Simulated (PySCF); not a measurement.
# C2H9BClN: the cost of one run

Computed with PySCF 2.14.0, with density-fitted response routines of our own, on a single molecule in the gas phase. Atoms count from 0, in the outputs and in this text.

### 1 The starting structure

14 atoms, charge 0, multiplicity 1; geometry from: GFN2-xTB. The atoms were then displaced at random by about 0.01 Å, so the start is not that level's minimum.

Bonds of the start (Å): C0–C1 1.51, C1–B2 1.60, B2–N3 1.68, B2–Cl4 1.87, C0–H5 1.12, C0–H6 1.07, C0–H7 1.11, C1–H8 1.08, C1–H9 1.09, B2–H10 1.20, N3–H11 1.03, N3–H12 0.96, N3–H13 1.01.

### 2 Geometry optimisation at PBE0-D3(BJ)/def2-SVP

The job: settings as JSON, then the geometry in Å.

```
{"job": {"xc": "PBE0", "basis": "def2-SVP", "d3": "d3bj", "grid": 1, "shake": 0.01, "kind": "geom"}, "charge": 0, "multiplicity": 1}
C     -1.555990     0.489290     0.380360
C     -0.778170    -0.290900    -0.654180
B      0.609080    -0.861650    -0.092200
N      1.597500     0.425170     0.327360
Cl     1.653860    -1.625660    -1.437850
H     -2.561280     0.780620    -0.018670
H     -1.708940    -0.071190     1.283080
H     -1.057280     1.449830     0.638290
H     -1.395470    -1.114550    -0.965280
H     -0.618720     0.336790    -1.525330
H      0.559380    -1.583040     0.863260
H      1.170260     0.929330     1.123210
H      2.466020     0.089590     0.547600
H      1.612600     1.031290    -0.477400
```

Command:

```bash
$ OMP_NUM_THREADS=1 python probes_run.py task.json out
```

This one command runs all jobs of the session in turn.

**Question.** How long does this first job take on 1 thread of Arm Neoverse V1, shared host, and how much memory does it need?

About 28 s, with a peak of 0.5 GiB.
